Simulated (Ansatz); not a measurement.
# CH₅ClGeO (singlet): geometry optimisation

Where does this start of CH₅ClGeO (singlet) end when it is relaxed?

The runs use Ansatz 0.2.0, Gaussian basis; RKS PBE0/def2-SVP.

11 further runs of the same task are left out: 2 that didn't finish, 9 set aside as unsound or not needed. Runs told in other sessions of the task aren't counted.

**1. The system as given**

9 atoms, charge 0, spin multiplicity 1.

Atoms are counted from 1 here; the program's logs count them from 0.

Bond lengths: C1–Ge2 1.902 Å, C1–H5 1.171 Å, C1–H6 1.129 Å, C1–H7 1.106 Å, Ge2–O3 1.757 Å, Ge2–Cl4 2.145 Å, Ge2–H8 1.514 Å, O3–H9 0.976 Å. Angles: Ge2–C1–H5 109.2°, Ge2–C1–H6 112.6°, Ge2–C1–H7 113.3°, H5–C1–H6 105.2°, H5–C1–H7 107.1°, H6–C1–H7 109.0°, C1–Ge2–O3 108.1°, C1–Ge2–Cl4 109.4°, C1–Ge2–H8 110.2°, O3–Ge2–Cl4 107.8°, O3–Ge2–H8 108.7°, Cl4–Ge2–H8 112.5°, Ge2–O3–H9 107.9°.

The start is a generated structure. Sticks and bond lists go by distance. No spin-orbit coupling is included. 

**2. The run**

in.yaml reads:

```yaml
crystal:
  periodic: [false, false, false]
  atoms:
    - {symbol: C, position_ang: [-0.209700, 1.095700, -0.311300]}
    - {symbol: Ge, position_ang: [-0.274900, -0.700500, 0.309800]}
    - {symbol: O, position_ang: [1.295000, -1.100600, 0.989600]}
    - {symbol: Cl, position_ang: [-0.626500, -2.015300, -1.348000]}
    - {symbol: H, position_ang: [-1.248700, 1.383500, -0.768400]}
    - {symbol: H, position_ang: [-0.037800, 1.837500, 0.522900]}
    - {symbol: H, position_ang: [0.548100, 1.258500, -1.099900]}
    - {symbol: H, position_ang: [-1.323400, -0.841400, 1.393200]}
    - {symbol: H, position_ang: [1.966300, -0.963900, 0.295100]}
basis:
  gaussian: {orbitals: def2-SVP}
hamiltonian: {xc: pbe0}
relax: {f_tol: 0.01, max_steps: 150}
```

Launch:

```bash
> ansatz run in.yaml --threads 1 --pin off --events-out ev --progress --plain --max-ram 24576MiB --backend cuda --devices 0, --max-vram 18GiB
```

What does the calculation give? Wanted: energy gained; shift from the start; total energy; dipole moment.

As calculated:

```
                  quantity           value
                     steps               7
             energy gained        0.181 eV
shift from the start (rms)         0.096 Å
              total energy  -72180.3680 eV
             dipole moment          2.35 D
```

What this shows: The bonds of the start are those of the end. C1–H5 went from 1.171 to 1.099 Å. No vibrations were run, so this is a stationary point, not a proven minimum, and this spin need not be the ground state's.
